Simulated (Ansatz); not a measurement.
# ZnGaNi4: the cost of one run

Computed with Ansatz 0.2.0 (reference: DFT PBEsol, plane waves, PAW, scalar-relativistic, no spin polarisation, unless a step's input says otherwise).

2 further runs of the same task are left out: 1 that didn't finish, 1 set aside as unsound or not needed.

**1. The starting structure**

It takes space group F-43m (No. 216, cubic). Conventional cell: a = 6.923 Å, b = 6.923 Å, c = 6.923 Å, α = 90.00°, β = 90.00°, γ = 90.00°. Ni (site symmetry 3m) has 6 Ni at 2.45 Å as nearest neighbours. Ga (site symmetry -43m) has 12 Ni at 2.87 Å and 4 Zn at 3.00 Å as nearest neighbours. Zn (site symmetry -43m) is surrounded by 12 Ni at 2.87 Å and 4 Ga at 3.00 Å.

Coordinates:

```
Ni Ga Zn
1.0
     0.00000    3.46130    3.46130
     3.46130    0.00000    3.46130
     3.46130    3.46130    0.00000
Ni Ga Zn
4 1 1
Direct
  0.62500 0.62500 0.62500
  0.12500 0.62500 0.62500
  0.62500 0.62500 0.12500
  0.62500 0.12500 0.62500
  0.00000 0.00000 0.00000
  0.25000 0.25000 0.25000
```

**2. The reference run**

input.yaml

```yaml
crystal:
  lattice:
    - [0.0, 3.46130119, 3.46130119]
    - [3.46130119, 0.0, 3.46130119]
    - [3.46130119, 3.46130119, 0.0]
  atoms:
    - { symbol: Ni, position: [0.625, 0.625, 0.625] }
    - { symbol: Ni, position: [0.125, 0.625, 0.625] }
    - { symbol: Ni, position: [0.625, 0.625, 0.125] }
    - { symbol: Ni, position: [0.625, 0.125, 0.625] }
    - { symbol: Ga, position: [0.0, 0.0, 0.0] }
    - { symbol: Zn, position: [0.25, 0.25, 0.25] }
  symmetry: { tolerance: 0.0003 }
kpoints:
  mp_grid: { grid: [5, 5, 5], shift: [0, 0, 0] }
magnetization:
  spin_polarized: false
scf:
  occupations: { method: fermi_dirac }
hamiltonian:
  pseudopotentials: { kind: paw }
  xc: pbesol
basis:
  ecutwfc: 420
output:
  forces: true
  stress: true
  eigenvalues: true
```

Launch:

```
ansatz run input.yaml --threads 1 --pin off --max-ram 2560MiB --backend cpu --events-out ev --progress --plain --runs-dir out
```

**Question.** How long does this run take on 1 thread of an Arm CPU, shared host, and how much memory does it need?

About 6.3 s, with a peak of 0.35 GiB.
